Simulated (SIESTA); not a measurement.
**HPbNO4 under changes of volume**

One of the cells (14.774 Å³/atom); the others are scaled copies at fixed shape and fractional positions:

```
H Pb N O
1.0
     4.23191    0.00000    0.00000
     2.03511    3.86495    0.00000
     2.06042    1.28747    6.32292
H Pb N O
1 1 1 4
Direct
  0.89145 0.68202 0.62796
  0.14426 0.92872 0.88352
  0.25670 0.28861 0.30171
  0.83108 0.65056 0.78405
  0.38694 0.22380 0.11295
  0.31104 0.03576 0.45856
  0.07726 0.60633 0.32275
```

The cell was built by a generator and needn't be a form met in nature.

| Item | Value |
| --- | --- |
| Program | SIESTA 5.4.2 |
| Functional | PBE |
| Potentials or basis | PseudoDojo 0.4 standard (PBE files) |
| Basis | DZP (energy shift 0.003 Ry; two zetas on semicore shells) |
| Grid cutoff | 800 Ry |
| Energy shift | 0.003 Ry |
| k mesh | 7 × 7 × 5 |
| Occupations | fermi-dirac, width 0.05 eV |
| Spin | no spin polarisation |

```tsv
volume (Å³/atom)	energy over the lowest point (meV/atom)	pressure (GPa)	gap on the mesh (eV)	largest force (eV/Å)
13.615	?	?	?	?
13.905	20.29	7.1	2.84	2.586
14.195	9.57	4.8	2.82	1.934
14.774	0.00	0.7	2.79	0.766
15.064	0.37	-1.1	2.78	0.327
15.353	3.76	-2.7	2.76	0.265
```

Question: What does the run at 13.615 Å³/atom give?

Answer: Energy over the lowest point 35.51 meV/atom; pressure 9.8 GPa; gap on the mesh 2.85 eV; largest force 3.284 eV/Å.

Worked out: A Birch-Murnaghan fit of order 3 (a polynomial in V^(-2/3)) to the other rows has its minimum at 14.88 Å³/atom with B0 = V·E''(V) = 91 GPa and B' = 4.1 at fixed shape and positions, which overstates the stiffness. It gives 35.52 meV/atom at 13.615 Å³/atom, against the run's 35.51, and -dE/dV = 9.8 GPa, against 9.8. A straight line through the other rows of the gap, of slope -0.774 eV per unit of ln V, extrapolates to 2.85 eV, against the run's 2.85.

Energies are extrapolated to zero smearing.

Caveats: spin-orbit coupling is left out, which as a rule narrows the gap of such compounds by several tenths of an eV; an odd mesh through Γ misses points on the zone boundary, where band edges often lie; the basis of atomic orbitals isn't converged, which shifts pressures, moduli and gaps; forces of over 1 eV/Å show positions far from the minimum, so gaps and moduli don't describe the material at rest (some runs).
